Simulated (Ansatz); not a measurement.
# C3H6AlF: the cost of one run

Computed with Ansatz 0.2.0, Gaussian basis. Level: the settings change from run to run.

### 1 The geometry

The geometry comes from an earlier relaxation with PBE0-D4 in a triple-zeta def2 set; it is a stationary point, not always the lowest conformer.

SMILES `F[CH2][Al]1[CH2][CH2]1`, 11 atoms, charge 0, spin multiplicity 1.

Atoms are counted from 1 here; the program's logs count them from 0.

Bond lengths: F1–C2 1.489 Å, C2–Al3 1.933 Å, C2–H6 1.088 Å, C2–H7 1.088 Å, Al3–C4 1.898 Å, Al3–C5 1.898 Å, C4–C5 1.599 Å, C4–H8 1.089 Å, C4–H9 1.089 Å, C5–H10 1.089 Å, C5–H11 1.089 Å. Angles: F1–C2–Al3 74.2°, F1–C2–H6 106.2°, F1–C2–H7 106.2°, Al3–C2–H6 123.3°, Al3–C2–H7 123.3°, H6–C2–H7 111.2°, C2–Al3–C4 154.9°, C2–Al3–C5 154.9°, C4–Al3–C5 49.8°, Al3–C4–C5 65.1°, Al3–C4–H8 122.7°, Al3–C4–H9 122.2°, C5–C4–H8 114.3°, C5–C4–H9 114.2°, H8–C4–H9 109.9°, Al3–C5–C4 65.1°, Al3–C5–H10 122.6°, Al3–C5–H11 122.4° and more.

### 2 wB97X-V/cc-pVTZ-DK

This run has unrestricted orbitals, density fitting with def2-universal-jkfit, high accuracy.

in.yaml reads:

```yaml
crystal:
  periodic: [false, false, false]
  atoms:
    - {symbol: F, position_ang: [-1.155763, 1.875087, -0.363274]}
    - {symbol: C, position_ang: [0.165836, 2.239089, 0.217450]}
    - {symbol: Al, position_ang: [0.162095, 0.310861, 0.088421]}
    - {symbol: C, position_ang: [-0.244653, -1.449227, 0.670135]}
    - {symbol: C, position_ang: [0.375895, -1.352234, -0.800459]}
    - {symbol: H, position_ang: [-0.046044, 2.776027, 1.139580]}
    - {symbol: H, position_ang: [0.649619, 2.885228, -0.511927]}
    - {symbol: H, position_ang: [0.374927, -1.992091, 1.382119]}
    - {symbol: H, position_ang: [-1.264239, -1.829993, 0.700131]}
    - {symbol: H, position_ang: [1.343660, -1.839069, -0.909987]}
    - {symbol: H, position_ang: [-0.295931, -1.680578, -1.591787]}
basis:
  gaussian: {orbitals: cc-pVTZ-DK, fitting: {mean_field: def2-universal-jkfit}}
magnetization: {spin_polarized: true, initial_magnetization: 0}
hamiltonian: {xc: {name: wB97X-V}}
accuracy: high
output: {forces: true}
```

On the command line:

```console
ansatz run in.yaml --threads 4 --pin off --events-out ev --progress --plain --max-ram 10444MiB
```

What time and memory should one allow on 4 threads of Intel Xeon Platinum 8488C, shared host?

About 26 s, with a peak of 1.2 GiB.
